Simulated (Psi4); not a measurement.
# AlNH3OF (SMILES [NH2][Al]([OH])[F]): levels of theory compared

Wanted: a comparison of 3 runs (BHLYP/cc-pVDZ, CAM-B3LYP/cc-pVDZ, revPBE/cc-pVDZ) of AlNH3OF. 

The results are computed with Psi4 1.11.

### 1 The molecule

AlNH3OF: 7 atoms, total charge 0, spin state singlet. SMILES: `[NH2][Al]([OH])[F]`. The Al2–F4 distance was set to 2.137 Å, away from the relaxed value.

Bond lengths: N1–Al2 1.755 Å, Al2–O3 1.685 Å, N1–H5 1.006 Å, N1–H6 1.006 Å, O3–H7 0.954 Å. Angles: N1–Al2–O3 124.9°, Al2–N1–H5 123.7°, Al2–N1–H6 125.7°, Al2–O3–H7 124.9°, H5–N1–H6 110.6°.

### 2 Energy and forces at BHLYP/cc-pVDZ (run 1)

job.inp

```
memory 2200 mb

molecule m {
  0 1
  N
  Al 1 r2
  O 2 r3 1 a3
  F 2 r4 3 a4 1 d4
  H 1 r5 2 a5 3 d5
  H 1 r6 5 a6 2 d6
  H 3 r7 2 a7 1 d7

  r2 = 1.755022
  r3 = 1.685314
  a3 = 124.92847
  r4 = 2.1374
  a4 = 116.99674
  d4 = -179.99075
  r5 = 1.006467
  a5 = 123.70293
  d5 = 179.98466
  r6 = 1.005602
  a6 = 110.5708
  d6 = 179.98801
  r7 = 0.954141
  a7 = 124.9467
  d7 = -0.08789
  units angstrom
  symmetry c1
}

set globals {
  basis cc-pVDZ
  reference rks
  puream true
  e_convergence 1e-09
  d_convergence 1e-08
  scf_type pk
  dft_radial_points 99
  dft_spherical_points 590
}

e, wfn = gradient("bhhlyp", return_wfn=True)
oeprop(wfn, "MULLIKEN_CHARGES", "MAYER_INDICES", "WIBERG_LOWDIN_INDICES", title="BHHLYP")
```

Command:

```
$ psi4 -i job.inp -o job.out -n 1
```

job.out:

```text
[...]
  Running in c1 symmetry.
[...]
  Nuclear repulsion =  148.353455345075531
[...]
  Multiplicity = 1
[...]
  Nalpha       = 20
  Nbeta        = 20
[...]
    Number of basis functions: 75
[...]
   @RKS iter   1:  -473.66939088794453   -8.51930e-01   1.30397e-02 DIIS/ADIIS
[...]
   @RKS iter  11:  -474.05460606270998   -4.32010e-12   3.96593e-09 DIIS
[...]
  @RKS Final Energy:  -474.05460606270998
   => Energetics <=
    Nuclear Repulsion Energy =            148.3534553450755311
    One-Electron Energy =                -952.8684896435155451
    Two-Electron Energy =                 354.1270462090427031
    DFT Exchange-Correlation Energy =     -23.6666179733126576
    Empirical Dispersion Energy =           0.0000000000000000
    VV10 Nonlocal Energy =                  0.0000000000000000
    Total Energy =                       -474.0546060627099791
[...]
  -Total Gradient:
     Atom            X                  Y                   Z
    ------   -----------------  -----------------  -----------------
       1        0.000005287219    -0.006003131011    -0.001629051311
       2       -0.000019346678    -0.084289355138    -0.038424424545
       3        0.000008457149     0.005419733448    -0.005509018569
       4        0.000014483943     0.086203035655     0.046755754876
       5       -0.000001679874    -0.000566620222     0.000533902234
       6       -0.000000984026     0.001321856428    -0.000523622544
       7       -0.000006184784    -0.002083521506    -0.001186434751
[...]
```

Wall time 39 s (1 thread of AMD EPYC 7R43 (Zen 3), shared host); peak memory 1 GiB.

### 3 Energy and forces at CAM-B3LYP/cc-pVDZ (run 2)

run.py

```python
import psi4

psi4.set_memory('2200 MB')
psi4.set_num_threads(1)
psi4.set_output_file('psi4.out', False)

geom = psi4.geometry("""
0 1
N     -0.230108     1.284432    -0.529210
Al     0.206392    -0.272368     0.153390
O      1.708092    -0.646568     0.820590
F     -1.265600    -1.822100     0.146500
H     -1.133508     1.487832    -0.923510
H      0.369292     2.089932    -0.585110
H      2.444892    -0.043368     0.881090
units angstrom
symmetry c1
no_reorient
no_com
""")

psi4.set_options({
    'basis': 'cc-pVDZ',
    'puream': True,
    'e_convergence': 1e-09,
    'd_convergence': 1e-08,
    'scf_type': 'pk',
    'dft_radial_points': 99,
    'dft_spherical_points': 590,
})

e, wfn = psi4.gradient("CAM-B3LYP", molecule=geom, return_wfn=True)
psi4.oeprop(wfn, "QUADRUPOLE", "LOWDIN_CHARGES", "DIPOLE", title="CAM-B3LYP")
print('gradient / Eh bohr^-1')
print(e.np.round(6))
print(f'energy = {wfn.energy():.10f} Eh')
```

Command:

```
$ python run.py
```

psi4.out:

```text
[...]
  Running in c1 symmetry.
[...]
  Nuclear repulsion =  148.353462166895383
[...]
  Multiplicity = 1
[...]
  Nalpha       = 20
  Nbeta        = 20
[...]
    Number of basis functions: 75
[...]
   @RKS iter   1:  -473.64799654187794   -7.53355e-01   1.40373e-02 ADIIS/DIIS
[...]
   @RKS iter  11:  -474.08999135153613   -1.60298e-11   5.97204e-09 DIIS
[...]
  @RKS Final Energy:  -474.08999135153613
   => Energetics <=
    Nuclear Repulsion Energy =            148.3534621668953832
    One-Electron Energy =                -952.7783208282329497
    Two-Electron Energy =                 364.5114392060598902
    DFT Exchange-Correlation Energy =     -34.1765718962584586
    Empirical Dispersion Energy =           0.0000000000000000
    VV10 Nonlocal Energy =                  0.0000000000000000
    Total Energy =                       -474.0899913515361277
[...]
  -Total Gradient:
     Atom            X                  Y                   Z
    ------   -----------------  -----------------  -----------------
       1        0.003574564070     0.007439280448    -0.001218708015
       2        0.068255107686     0.063350242783     0.003186743106
       3       -0.001595239974     0.010086858171    -0.003983714361
       4       -0.065468150032    -0.069654753439    -0.000060121202
       5        0.006855745212    -0.001329007669     0.002917908079
       6       -0.005577303120    -0.005354605048    -0.000203488268
       7       -0.006038851965    -0.004561965441    -0.000628364966
[...]
```

On the terminal:

```text
gradient / Eh bohr^-1
[[ 3.5750e-03  7.4390e-03 -1.2190e-03]
 [ 6.8255e-02  6.3350e-02  3.1870e-03]
 [-1.5950e-03  1.0087e-02 -3.9840e-03]
 [-6.5468e-02 -6.9655e-02 -6.0000e-05]
 [ 6.8560e-03 -1.3290e-03  2.9180e-03]
 [-5.5770e-03 -5.3550e-03 -2.0300e-04]
 [-6.0390e-03 -4.5620e-03 -6.2800e-04]]
energy = -474.0899913515 Eh
```

Run time: 32 s. Hardware: 1 thread of AMD EPYC 7R43 (Zen 3), shared host; peak memory 1.1 GiB.

### 4 Energy and gradient at revPBE/cc-pVDZ (run 3)

job.py

```python
import psi4

psi4.set_memory('2200 MB')
psi4.set_num_threads(1)
psi4.set_output_file('psi4.out', False)

geom = psi4.geometry("""
N     -0.230108     1.284432    -0.529210
Al     0.206392    -0.272368     0.153390
O      1.708092    -0.646568     0.820590
F     -1.265600    -1.822100     0.146500
H     -1.133508     1.487832    -0.923510
H      0.369292     2.089932    -0.585110
H      2.444892    -0.043368     0.881090
symmetry c1
""")

psi4.set_options({
    'basis': 'cc-pVDZ',
    'reference': 'rks',
    'puream': True,
    'e_convergence': 1e-09,
    'd_convergence': 1e-08,
    'scf_type': 'pk',
    'dft_radial_points': 99,
    'dft_spherical_points': 590,
})

e_tot, wfn = psi4.gradient("revpbe", return_wfn=True)
psi4.oeprop(wfn, "QUADRUPOLE", "MULLIKEN_CHARGES", "LOWDIN_CHARGES")
print('gradient / Eh bohr^-1')
print(e_tot.np.round(6))
print(f'energy = {wfn.energy():.10f} Eh')
```

Command:

```
$ python job.py
```

psi4.out:

```text
[...]
  Running in c1 symmetry.
[...]
  Nuclear repulsion =  148.353462166895383
[...]
  Multiplicity = 1
[...]
  Nalpha       = 20
  Nbeta        = 20
[...]
    Number of basis functions: 75
[...]
   @RKS iter   1:  -473.42078325772275   -2.39511e-01   1.63903e-02 ADIIS/DIIS
[...]
   @RKS iter  12:  -474.02950724836887   -1.21076e-11   6.57712e-09 DIIS
[...]
  @RKS Final Energy:  -474.02950724836887
   => Energetics <=
    Nuclear Repulsion Energy =            148.3534621668953832
    One-Electron Energy =                -952.6302397358591634
    Two-Electron Energy =                 375.9367470330895458
    DFT Exchange-Correlation Energy =     -45.6894767124946100
    Empirical Dispersion Energy =           0.0000000000000000
    VV10 Nonlocal Energy =                  0.0000000000000000
    Total Energy =                       -474.0295072483688728
[...]
  -Total Gradient:
     Atom            X                  Y                   Z
    ------   -----------------  -----------------  -----------------
       1        0.004729861016     0.002171525683     0.000971599318
       2        0.071300728205     0.063086599816     0.004378580550
       3       -0.009715516839     0.020708537257    -0.010509553369
       4       -0.057328766329    -0.060820986346    -0.000111897533
       5        0.012954976309    -0.003090213357     0.005711410823
       6       -0.009448829568    -0.011119912522     0.000347688634
       7       -0.012479162379    -0.010965947583    -0.000772705273
[...]
```

The script printed:

```text
gradient / Eh bohr^-1
[[ 0.00473   0.002172  0.000972]
 [ 0.071301  0.063087  0.004379]
 [-0.009716  0.020709 -0.01051 ]
 [-0.057329 -0.060821 -0.000112]
 [ 0.012955 -0.00309   0.005711]
 [-0.009449 -0.01112   0.000348]
 [-0.012479 -0.010966 -0.000773]]
energy = -474.0295072484 Eh
```

It took 44 s on 1 thread of AMD EPYC 7R43 (Zen 3), shared host; peak memory 1 GiB.

### 5 The series

| run | level | energy (Eh) | dipole moment (D) | HOMO energy (eV) | LUMO energy (eV) | wall time |
| --- | --- | --- | --- | --- | --- | --- |
| 1 | BHLYP/cc-pVDZ | -474.054606 | 5.45 | -9.36 | -0.28 | 39 s |
| 2 | CAM-B3LYP/cc-pVDZ | -474.089991 | 5.25 | -9.34 | -0.08 | 32 s |
| 3 | revPBE/cc-pVDZ | -474.029507 | 4.94 | -6.28 | -1.89 | 44 s |

### 6 Summary of results

| quantity | value |
| --- | --- |
| run 3: total energy | -474.02951 Eh |
| run 3: dipole moment | 4.94 D |
| run 3: HOMO energy | -6.28 eV |
| run 3: LUMO energy | -1.89 eV |
| run 3: HOMO–LUMO gap | 4.39 eV |
| run 3: largest force on an atom | 4.901 eV/Å |

What this shows: The dipole moment (its size) runs from 4.94 D (revPBE/cc-pVDZ) to 5.45 D (BHLYP/cc-pVDZ). The HOMO–LUMO gap runs from 4.39 eV (revPBE/cc-pVDZ) to 9.26 eV (CAM-B3LYP/cc-pVDZ). Totals of different functionals can't be ranked against each other. All runs together took 1.9 min, the longest 44 s.
